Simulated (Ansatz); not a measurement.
# SrCo2As2: the cost of one run

Computed with the Python package of Ansatz 0.2.0. Level of theory: DFT PBEsol, plane waves, PAW.

**1. Starting point**

It takes space group I4/mmm (No. 139, tetragonal). Conventional cell: a = 3.982 Å, b = 3.982 Å, c = 11.449 Å, α = 90.00°, β = 90.00°, γ = 90.00°. Sr (site symmetry 4/mmm) is surrounded by 8 As at 3.29 Å and 8 Co at 3.49 Å. Co (site symmetry -4m2) has 4 As at 2.30 Å as nearest neighbours. Around As (site symmetry 4mm) lie 4 Co at 2.30 Å and 4 Sr at 3.29 Å.

The script holds or builds the structure itself.

**2. The script**

srco2as2_vcrelax.py

```python
"""Relax cell and ions of SrCo2As2."""

import json

import ansatz as az
from ase import Atoms
import matplotlib.pyplot as plt
import numpy as np

def edges_and_angles(cell):
    cell = np.asarray(cell)
    a, b, c = np.linalg.norm(cell, axis=1)
    cosines = cell[1] @ cell[2] / (b * c), cell[0] @ cell[2] / (a * c), cell[0] @ cell[1] / (a * b)
    return (a, b, c, *np.degrees(np.arccos(cosines)))


def main() -> None:
    atoms = Atoms(
        ["Sr", "Co", "Co", "As", "As"],
        scaled_positions=[
            (0.0, 0.0, 0.0),
            (0.75, 0.25, 0.5),
            (0.25, 0.75, 0.5),
            (0.35135471, 0.35135471, 0.0),
            (0.64864529, 0.64864529, 0.0),
        ],
        cell=[
            (-1.9907573, 1.9907573, 5.72436318),
            (1.9907573, -1.9907573, 5.72436318),
            (1.9907573, 1.9907573, -5.72436318),
        ],
        pbc=True,
    )
    atoms.set_initial_magnetic_moments([0.0, 2.5, 2.5, 0.0, 0.0])
    srco2as2 = az.Crystal.from_ase(atoms)

    # a pressure is positive in compression
    model = (
        srco2as2.calculation()
        .spin("collinear")  # spin-polarised run
        .functional("pbesol")
        .pseudopotentials("paw")
        .occupations(az.OccupationsMethod.GAUSSIAN, width=0.15)  # fractional filling near the Fermi level
        .kpoints(10, 10, 10, center="gamma")
        .relax(pressure=1)
    )
    result = model.run(threads=1, backend="cpu", events_out="stream.ndjson")
    with open("stream.ndjson") as stream:
        events = [json.loads(line) for line in stream]
    steps = [e["data"] for e in events if e["event"] == "relax_step"]
    data = result.report
    for s in steps:
        flag = "" if s["accepted"] else "  (rejected)"
        print("step %2d  E = %.5f eV  largest force component = %.4f eV/A%s" % (s["step"], s["lagrangian_ev"], s["allowed_force_max_ev_ang"], flag))

    first, last = steps[0], steps[-1]
    symbols = [site.symbol for site in result.lattice.sites]
    print(f"energy gained {first['lagrangian_ev'] - last['lagrangian_ev']:.4f} eV in {len(steps) - 1} steps")
    for label, vectors in (("before", first["cell_ang"]), ("after", result.lattice.cell_ang)):
        print(label, "a b c (A) {:.4f} {:.4f} {:.4f}  angles {:.2f} {:.2f} {:.2f}".format(*edges_and_angles(vectors)), f" V = {abs(np.linalg.det(vectors)):.3f} A^3")
    print("final stress xx yy zz (GPa, compression positive):", np.round(np.diag(data["stress_gpa"]), 3) + 0.0)

    fig, (top, bottom) = plt.subplots(2, 1, sharex=True, figsize=(4.5, 4))
    top.plot([s["lagrangian_ev"] - last["lagrangian_ev"] for s in steps], "o-")
    top.set_ylabel("E - E(final) (eV)")
    bottom.semilogy([max(s["allowed_force_max_ev_ang"], 1e-6) for s in steps], "s-")
    bottom.set(xlabel="step", ylabel="largest force (eV/A)")
    fig.tight_layout()
    fig.savefig("relax.png", dpi=100)

    print("atom   start x y z (A)              end x y z (A)")
    for symbol, a, b in zip(symbols, first["positions_ang"], last["positions_ang"]):
        print(f"{symbol:3s}", " ".join(f"{v:8.4f}" for v in a), "  ", " ".join(f"{v:8.4f}" for v in b))

    print(f"free energy      {data['free_energy_ev']:.5f} eV")
    print(f"per atom         {data['free_energy_ev'] / len(result.lattice.sites):.5f} eV")
    print(f"SCF iterations   {data['n_iterations']}  (converged: {data['converged']})")


if __name__ == "__main__":
    main()
```

**3. Running it**

On the command line:

```bash
$ python srco2as2_vcrelax.py
```

**Question.** How long does this script take on 1 thread of Arm Neoverse V1, shared host, and how much memory does it need?

About 7.6 min, with a peak of 0.94 GiB.
